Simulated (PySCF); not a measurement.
# CeBr2: from a template to the relaxed complex

Aim: find the relaxed shape of CeBr2, test it by its vibrations, and read charges and levels. It is a constructed species; whether it can be made isn't addressed.

Computed with PySCF 2.14.0. Level: PBE0, Ce lcecp-0-SVP with ECP48, Br def2-SVP; scalar-relativistic core potentials, no spin–orbit coupling.

1 further run of the same task is left out (for a known fault of the program).

## (1) Where the work starts

3 atoms, charge 0, spin multiplicity 1.

Bond lengths: Ce1–Br2 3.002 Å, Ce1–Br3 3.002 Å. Angles: Br2–Ce1–Br3 131.8°.

As a file:

```mol
Br2Ce
  3D, bonds by distance, orders not assigned

  3  2  0  0  0  0  0  0  0  0999 V2000
    0.0000    0.0000    0.0000 Ce  0  0
    2.7397    0.0000    1.2261 Br  0  0
   -2.7397    0.0000    1.2261 Br  0  0
  1  2  8  0
  1  3  8  0
M  END
```

Formal oxidation states: Ce +2. Each metal's 2 4f electrons lie in its core potential, so multiplicities, spins and levels count the valence alone. For divalent La, Ce, Gd or Lu the extra electron is normally 5d or 6s, so this core forces an excited configuration.

## (2) SCF at the start, singlet

run.py (the lines that set the calculation) reads:

```python
mol = gto.M(atom='''
Ce     0.00000     0.00000     0.00000
Br     2.73970     0.00000     1.22610
Br    -2.73970     0.00000     1.22610''',
    basis={'Ce': 'lcecp-0-SVP', 'Br': 'def2-SVP'},
    ecp={'Ce': 'lcecp-0-SVP'},
    charge=0, spin=0)
mf = dft.RKS(mol, xc='PBE0')
mf.grids.atom_grid = (50, 194)  # f atoms: unpruned, at least (60, 302)
mf = mf.density_fit()  # fitting sets: Ce AutoAux, Br def2-universal-JKFIT
mf.conv_tol = 1e-08; mf.max_cycle = 55
mf.kernel(dm0)  # dm0: free metal ions and neutral atoms
```

Launch:

```
$ OMP_NUM_THREADS=2 python run.py
```

What it wrote:

```text
init E= -5258.16935856728
cycle= 1 E= -5162.28036412257  delta_E= 95.9  |g|= 7.75  |ddm|= 7.24
cycle= 2 E= -5138.48430020698  delta_E= 23.8  |g|= 7.58  |ddm|= 12.9
cycle= 3 E= -5160.02965899374  delta_E= -21.5  |g|= 3.98  |ddm|=   15
cycle= 4 E= -5172.96770788531  delta_E= -12.9  |g|= 1.55  |ddm|= 11.2
cycle= 5 E= -5173.82011782435  delta_E= -0.852  |g|= 0.468  |ddm|= 2.13
cycle= 6 E= -5173.9158592599  delta_E= -0.0957  |g|= 0.165  |ddm|= 0.919
cycle= 7 E= -5173.92759692792  delta_E= -0.0117  |g|= 0.0423  |ddm|= 0.281
cycle= 8 E= -5173.9281603958  delta_E= -0.000563  |g|= 0.00723  |ddm|= 0.0744
cycle= 9 E= -5173.92817788  delta_E= -1.75e-05  |g|= 0.0014  |ddm|= 0.0107
cycle= 10 E= -5173.92817853529  delta_E= -6.55e-07  |g|= 0.00029  |ddm|= 0.00211
cycle= 11 E= -5173.92817856245  delta_E= -2.72e-08  |g|= 6.84e-05  |ddm|= 0.000463
cycle= 12 E= -5173.9281785645  delta_E= -2.05e-09  |g|= 1.05e-05  |ddm|= 0.000135
Extra cycle  E= -5173.92817856451  delta_E= -1.82e-12  |g|= 1.34e-05  |ddm|= 4.19e-05
converged SCF energy = -5173.92817856451
```

Run time: 3.2 s. Hardware: 2 threads of Arm Neoverse V1, shared host; peak memory 0.4 GiB.

Result: E = -5173.928179 Eh, frontier levels not given, since the 4f levels lie in the core, Mulliken charge on Ce1 +0.95 e. 

## (3) Relaxation, singlet

Steps are kept in the start's point group, C2v.

run.py (the lines that set the calculation) reads:

```python
mol = gto.M(atom='''
Ce     0.00000     0.00000    -0.64997
Br     2.73970     0.00000     0.57613
Br    -2.73970     0.00000     0.57613''',
    basis={'Ce': 'lcecp-0-SVP', 'Br': 'def2-SVP'},
    ecp={'Ce': 'lcecp-0-SVP'},
    charge=0, spin=0)
mf = dft.RKS(mol, xc='PBE0')
mf.grids.atom_grid = (50, 194)  # f atoms: unpruned, at least (60, 302)
mf = mf.density_fit()  # fitting sets: Ce AutoAux, Br def2-universal-JKFIT
mf.conv_tol = 1e-08; mf.max_cycle = 55
mf.kernel(dm0)  # dm0: an SCF of this state at this start
# quasi-Newton relaxation in Cartesian coordinates to a largest gradient under 0.00045 Eh/bohr, steps kept in the point group
```

Launch:

```
$ OMP_NUM_THREADS=2 python run.py
```

The driver keeps no SCF log for this step, only its results.

Run time: 32 s. Hardware: 2 threads of Arm Neoverse V1, shared host.

Along the way:

```csv
step,energy from step 1 (eV),largest force component (eV/Å)
1,0.0000,0.8293
2,-0.0997,0.5014
3,-0.1475,0.1230
4,-0.1495,0.0223
5,-0.1496,0.0096
6,-0.1498,0.0119
7,-0.1499,0.0115
8,-0.1500,0.0043
```

Close pairs (by a distance rule), those that changed most:

```csv
bond,before (Å),after (Å),change (Å)
Ce1–Br2,3.002,2.857,-0.144
Ce1–Br3,3.002,2.857,-0.144
```

It ends in C2v at E = -5173.933691 Eh.

```xyz
3
Br2Ce
Ce    0.0000    0.0000   -0.5179
Br    2.6662    0.0000    0.5101
Br   -2.6662    0.0000    0.5101
```

## (4) The relaxed geometry turned into its symmetry frame

run.py (the lines that set the calculation) reads:

```python
mol = gto.M(atom='''
Ce     0.00000     0.00000    -0.54497
Br     2.66617     0.00000     0.48306
Br    -2.66617     0.00000     0.48306''',
    basis={'Ce': 'lcecp-0-SVP', 'Br': 'def2-SVP'},
    ecp={'Ce': 'lcecp-0-SVP'},
    charge=0, spin=0)
mf = dft.RKS(mol, xc='PBE0')
mf.grids.atom_grid = (50, 194)  # f atoms: unpruned, at least (60, 302)
mf = mf.density_fit()  # fitting sets: Ce AutoAux, Br def2-universal-JKFIT
mf.conv_tol = 1e-08; mf.max_cycle = 55
mf.kernel(dm0)  # dm0: free metal ions and neutral atoms
```

Launch:

```
$ OMP_NUM_THREADS=2 python run.py
```

What it wrote:

```text
init E= -5258.22534624043
cycle= 1 E= -5164.35545325419  delta_E= 93.9  |g|=  7.6  |ddm|= 6.97
cycle= 2 E= -5148.21322846314  delta_E= 16.1  |g|= 8.04  |ddm|= 12.5
cycle= 3 E= -5166.29940062177  delta_E= -18.1  |g|= 3.89  |ddm|=   12
cycle= 4 E= -5173.37594875943  delta_E= -7.08  |g|= 1.18  |ddm|= 7.63
cycle= 5 E= -5173.91177193082  delta_E= -0.536  |g|= 0.216  |ddm|= 2.04
cycle= 6 E= -5173.93215917635  delta_E= -0.0204  |g|= 0.0692  |ddm|= 0.556
cycle= 7 E= -5173.93359803696  delta_E= -0.00144  |g|= 0.0191  |ddm|= 0.0926
cycle= 8 E= -5173.93368963381  delta_E= -9.16e-05  |g|= 0.00153  |ddm|= 0.0273
cycle= 9 E= -5173.93369046731  delta_E= -8.34e-07  |g|= 0.00045  |ddm|= 0.00309
cycle= 10 E= -5173.93369054023  delta_E= -7.29e-08  |g|= 7.57e-05  |ddm|= 0.00076
cycle= 11 E= -5173.93369054236  delta_E= -2.13e-09  |g|= 1.75e-05  |ddm|= 0.000137
Extra cycle  E= -5173.93369054242  delta_E= -5.55e-11  |g|= 1.55e-05  |ddm|= 5.87e-05
converged SCF energy = -5173.93369054242
```

Run time: 1.9 s. Hardware: 2 threads of Arm Neoverse V1, shared host.

Result: E = -5173.933691 Eh, frontier levels not given, since the 4f levels lie in the core, Mulliken charge on Ce1 +0.91 e. 

## (5) Harmonic vibrations

Changes to run.py (the lines that set the calculation) since step 4:

```diff
@@ -10,3 +10,4 @@
 mf = mf.density_fit()  # fitting sets: Ce AutoAux, Br def2-universal-JKFIT
-mf.conv_tol = 1e-08; mf.max_cycle = 55
-mf.kernel(dm0)  # dm0: free metal ions and neutral atoms
+mf.conv_tol = 1e-10; mf.max_cycle = 55
+mf.kernel(dm0)  # dm0: the density of the relaxed state
+# Hessian and dipole derivatives by central differences of gradients, 0.02 bohr
```

Launch:

```
$ OMP_NUM_THREADS=2 python run.py
```

No log is kept here; the results follow.

Run time: 30 s. Hardware: 2 threads of Arm Neoverse V1, shared host.

Point group C2v; negative numbers are unstable modes, and those under 60 cm⁻¹ are near the numerical noise:

```csv
cm⁻¹,km/mol,symmetry
30,11.0,a1
178,8.0,a1
215,75.1,b2
```

## (6) Charges, bond orders and levels

run.py (the lines that set the calculation) reads:

```python
mol = gto.M(atom='''
Ce     0.00000     0.00000    -0.51792
Br     2.66617     0.00000     0.51010
Br    -2.66617     0.00000     0.51010''',
    basis={'Ce': 'lcecp-0-SVP', 'Br': 'def2-SVP'},
    ecp={'Ce': 'lcecp-0-SVP'},
    charge=0, spin=0)
mf = dft.RKS(mol, xc='PBE0')
mf.grids.atom_grid = (75, 302)  # f atoms: unpruned, at least (60, 302)
mf = mf.density_fit()  # fitting sets: Ce AutoAux, Br def2-universal-JKFIT
mf.conv_tol = 1e-09; mf.max_cycle = 55
mf.kernel(dm0)  # dm0: the density of the relaxed state
```

Launch:

```
$ OMP_NUM_THREADS=2 python run.py
```

What it wrote:

```text
init E= -5173.93375783266
cycle= 1 E= -5173.93375783318  delta_E= -5.2e-10  |g|= 6.96e-05  |ddm|= 0.000127
cycle= 2 E= -5173.93375783304  delta_E= 1.42e-10  |g|= 6.83e-05  |ddm|= 0.000126
cycle= 3 E= -5173.93375783371  delta_E= -6.7e-10  |g|= 4.17e-06  |ddm|= 7.59e-05
Extra cycle  E= -5173.93375783373  delta_E= -1.73e-11  |g|= 5.35e-06  |ddm|= 1.59e-05
converged SCF energy = -5173.93375783373
```

Run time: 11 s. Hardware: 2 threads of Arm Neoverse V1, shared host.

Read off: E = -5173.933758 Eh, frontier levels not given, since the 4f levels lie in the core, Mulliken charge on Ce1 +0.91 e, largest force component 0.005 eV/Å. 

Löwdin charges:

```csv
atom,value (e)
Ce1,0.48
Br2,-0.24
Br3,-0.24
```

Mulliken charges: Ce1 +0.91, Br2 -0.46, Br3 -0.46 e.

Contacts (the nearest donor of each ligand) and Mayer bond orders:

```csv
contact,distance (Å),bond order
Ce1–Br2 (Br),2.858,0.97
Ce1–Br3 (Br),2.858,0.97
```

Mulliken populations of Ce1 outside the core potential: s 2.15, p 6.14, d 0.78, f 0.02.

## (7) Summary of results

```
                                              quantity                                                           value
                                 state and point group                                     singlet in the valence, C2v
                                                 modes                                   30 to 215 cm⁻¹, none unstable
strongest infrared band (modes within 1.5 cm⁻¹ summed)                                            215 cm⁻¹ (75 km/mol)
                                     zero-point energy                                                        0.026 eV
                               ideal gas, 298 K, 1 bar                                  S = 351.2, Cp = 57.0 J/(mol K)
                                 metal–ligand contacts                                                          2.86 Å
                                       frontier levels  frontier levels not given, since the 4f levels lie in the core
                                                dipole                                                          5.90 D
                                   mean polarisability                                                         10.2 Å³
```

In words: All modes are real within the noise of the softest ones, so the structure is a minimum. The metal carries +0.48 e by Löwdin's partition against a formal +2, and bond orders to the nearest donors reach 0.97. Both measures hang on the basis. One start shape was tried, so another isomer may lie lower. These are double-zeta-type bases without diffuse functions. Spin–orbit coupling is left out.
